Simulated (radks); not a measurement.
**Valence configurations of Nd³⁺**

One table from this session's results is given with a row withheld; the runs are named, their logs left out.

Program: radks (a radial shooting solver on a logarithmic mesh, Libxc functionals) version 1. Level of theory: non-relativistic Kohn-Sham, BLYP, spin-polarised, spherical densities, point nucleus; open shells are filled with parallel spins first. These are calculated values, not measurements, unless marked.

**The atom as given**

- element: neodymium (Z = 60)
- charge: +3
- electrons: 57
- configuration: [Xe] 4f3
- others tried: 4f2 5d1; 4f2 6s1; 4f2 6p1; 6s1 6p2; 4f2.5 6p0.5; 4f2.5 5d0.5

Outer shells as boxes (Hund's rule):

Nd³⁺
```
[Xe] core
4f [↑ ][↑ ][↑ ][  ][  ][  ][  ]
```

Set-up of the first run:

Input:

```text
Z 60
configuration [Xe] 4f3
relativity non-relativistic
functional b88,lyp
spin polarised
nucleus point
```

Steps of the session up to this table: [Xe] 4f3.

One table of the session follows, with a row left open; its other results are not shown here.

It belongs to the step «[Xe] 4f3». Radial moments (bohr):

```
  level     <r>  outermost maximum (interpolated)  90 % within  nodes
  4d up  0.7014                             0.617         1.05      1
4d down  0.7020                             0.617         1.05      1
  5s up   1.504                              1.37         2.15      4
5s down       ?                                 ?            ?      ?
  5p up   1.667                              1.48         2.41      3
5p down   1.685                              1.50         2.44      3
  4f up  0.9207                             0.634         1.55      0
4f down  0.9389                             0.635         1.59      0
```

**Question.** Estimate the row for 5s down.

**Answer.** <r>: 1.516; outermost maximum (interpolated): 1.37; 90 % within: 2.17; nodes: 4. In the column «<r>» it lies between 5s up (1.504) and 5p up (1.667).

Caveats from the session: Relativity is left out, which favours d and f over s occupation in heavy atoms.
